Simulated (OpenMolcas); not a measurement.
# Ag⁵⁺ among point charges: CASSCF and CASPT2 levels and susceptibility

Aim: the splitting of the states of Ag⁵⁺ in the field of 6 point charges, its lowest levels with spin-orbit coupling and its magnetic susceptibility.

Method: state-averaged CASSCF and CASPT2, spin-orbit coupling by RASSI with atomic mean-field integrals. Code: OpenMolcas 26.06.

### Step 1. What is computed

| Property | Result |
| --- | --- |
| Species | Ag⁵⁺ (silver, Z = 47, 42 electrons) |
| Basis | ANO-RCC-VDZP [6s5p3d1f], 43 functions |
| Scalar Hamiltonian | DKH2, point nucleus |
| Inactive shells | 1s 2s 2p 3s 3p 3d 4s 4p |
| Active space | 6 electrons in 5 orbitals (4d) |
| Some configurations of this space | 4d6 |
| Orbitals | optimised for each spin and parity, averaged over all roots |

The outer shells:

4d6
```
4d [↑↓][↑ ][↑ ][↑ ][↑ ]
```

The ion sits among 6 point charges of -1.5 e arranged as a tetragonal octahedron (D4h), 2.33 Å from the ion, with the axial distance 2.120 Å.

The work runs as a chain of OpenMolcas steps in one folder; each step below is one input file. Labels, J, g values, rates, χT and fits are worked out afterwards by a script from the matrices that RASSI stores. The input lists half of the charges; inversion (Group=XYZ) makes the rest.

### Step 2. GATEWAY and SEWARD: basis and integrals

a.inp

```
&GATEWAY
Coord
1

Ag 0.0 0.0 0.0
Basis=ANO-RCC-VDZP
Group=XYZ
NoMove
AngMom=0.0 0.0 0.0
AMFI
XField
3 Angstrom 0
2.330000 0.000000 0.000000 -1.500000
0.000000 2.330000 0.000000 -1.500000
0.000000 0.000000 2.120300 -1.500000
&SEWARD
```

Run with:

```sh
OMP_NUM_THREADS=1 MOLCAS_MEM=1689 MOLCAS_PROJECT=a pymolcas a.inp > a.log
```

### Step 3. CASSCF: quintets of even parity, 5 roots

a.inp

```
&RASSCF
FileOrb=start.orb
Symmetry=1
Spin=5
nActEl=6 0 0
Inactive=9 9
Ras2=5 0
CIRoot=5 5 1
SDav=5
CIMx=300
Iter=120 100
PrWF=0.3
OrbListing=Nothing
MaxOrb=0
>>> COPY $Project.JobIph JOB001
```

start.orb holds the contracted functions of the basis, ordered by shell, or the orbitals of the step before.

### Step 4. CASSCF: triplets of even parity, 45 roots

a.inp

```
&RASSCF
FileOrb=start.orb
Symmetry=1
Spin=3
nActEl=6 0 0
Inactive=9 9
Ras2=5 0
CIRoot=45 45 1
SDav=45
CIMx=300
Iter=120 100
PrWF=0.3
OrbListing=Nothing
MaxOrb=0
>>> COPY $Project.JobIph JOB002
```

### Step 5. Reference wave functions, singlets of even parity, 50 roots

a.inp

```
&RASSCF
FileOrb=start.orb
Symmetry=1
Spin=1
nActEl=6 0 0
Inactive=9 9
Ras2=5 0
CIRoot=50 50 1
SDav=50
CIMx=300
Iter=120 100
PrWF=0.3
OrbListing=Nothing
MaxOrb=0
>>> COPY $Project.JobIph JOB003
```

### Step 6. RASSI: spin-orbit coupling between the states

a.inp

```
&RASSI
NrOfJobIphs=3 5 45 50
1 2 3 4 5
1 2 3 4 5 6 7 8 9 10 11 12 13 14 15 16 17 18 19 20 21 22 23 24 25 26 27
28 29 30 31 32 33 34 35 36 37 38 39 40 41 42 43 44 45
1 2 3 4 5 6 7 8 9 10 11 12 13 14 15 16 17 18 19 20 21 22 23 24 25 26 27
28 29 30 31 32 33 34 35 36 37 38 39 40 41 42 43 44 45 46 47 48 49 50
IphNames
JOB001
JOB002
JOB003
EJob
SpinOrbit
DIPRint=1.0
SOCoupling=1000.0
Subsets=2
Property=9
'ANGMOM' 1 'ANGMOM' 2 'ANGMOM' 3 'MLTPL  1' 1 'MLTPL  1' 2 'MLTPL  1' 3
'AMFI' 1 'AMFI' 2 'AMFI' 3
SOProperty=3
'ANGMOM' 1 'ANGMOM' 2 'ANGMOM' 3
```

### Step 7. CASPT2: IPEA 0.25, imaginary shift 0.1 (closed shells correlated: 4s 4p)

a.inp

```
>>> COPY JOB001 $Project.JobIph
&CASPT2
Multistate=5 1 2 3 4 5
NoMult
Frozen=8 6
IPEA=0.25
Imaginary=0.1
MaxIter=60
WThr=0.0 0.3 0.05
PrWF=0.5
NoMix
>>> COPY JOB002 $Project.JobIph
&CASPT2
Multistate=45 1 2 3 4 5 6 7 8 9 10 11 12 13 14 15 16 17 18 19 20 21 22
23 24 25 26 27 28 29 30 31 32 33 34 35 36 37 38 39 40 41 42 43 44 45
NoMult
Frozen=8 6
IPEA=0.25
Imaginary=0.1
MaxIter=60
WThr=0.0 0.3 0.05
PrWF=0.5
NoMix
>>> COPY JOB003 $Project.JobIph
&CASPT2
Multistate=50 1 2 3 4 5 6 7 8 9 10 11 12 13 14 15 16 17 18 19 20 21 22
23 24 25 26 27 28 29 30 31 32 33 34 35 36 37 38 39 40 41 42 43 44 45 46
47 48 49 50
NoMult
Frozen=8 6
IPEA=0.25
Imaginary=0.1
MaxIter=60
WThr=0.0 0.3 0.05
PrWF=0.5
NoMix
```

(Steps that only read results are left out.)

Before running it: what results should come out? Wanted: spin-free ground state; first state of the same spin within the active space; lowest level; next level.

The runs gave:

| quantity | value |
| --- | --- |
| method | SS-CASPT2, IPEA 0.25, imaginary shift 0.1 (closed shells correlated: 4s 4p) |
| spin-free ground state | 5B2, 1-fold in its orbital part |
| first state of the same spin within the active space | 5E at 1450 cm⁻¹ |
| lowest level | 1-fold A1 |
| next level | 12.5 cm⁻¹ |
| χT at 300 K | 5.11 cm³ K/mol |
| effective moment at 300 K | 6.39 μB |

Cost by method:

| method | time of its own steps | time with the reference |
| --- | --- | --- |
| A. CASSCF | 20 s | 20 s |
| B. SS-CASPT2, IPEA 0.25, imaginary shift 0.1, +4s 4p | 5 s | 25 s |

Times are of one thread on a shared host.

**Reading.** The spin-free ground state (5B2) comes to 100 % from free-ion D terms and keeps the highest spin of the shell. χT at 300 K is 5.11, against 3.01 cm³ K/mol for the spin alone, so orbital moment adds to it. An active space of the d shell alone favours high spin; real ions in strong fields can be low spin. The field of point charges can differ much from that of real complexes. With metal d orbitals alone active, the gaps between spin states are rough; where two lie within a few thousand cm-1, their order is open. This is an electrostatic model: the charges have no orbitals.
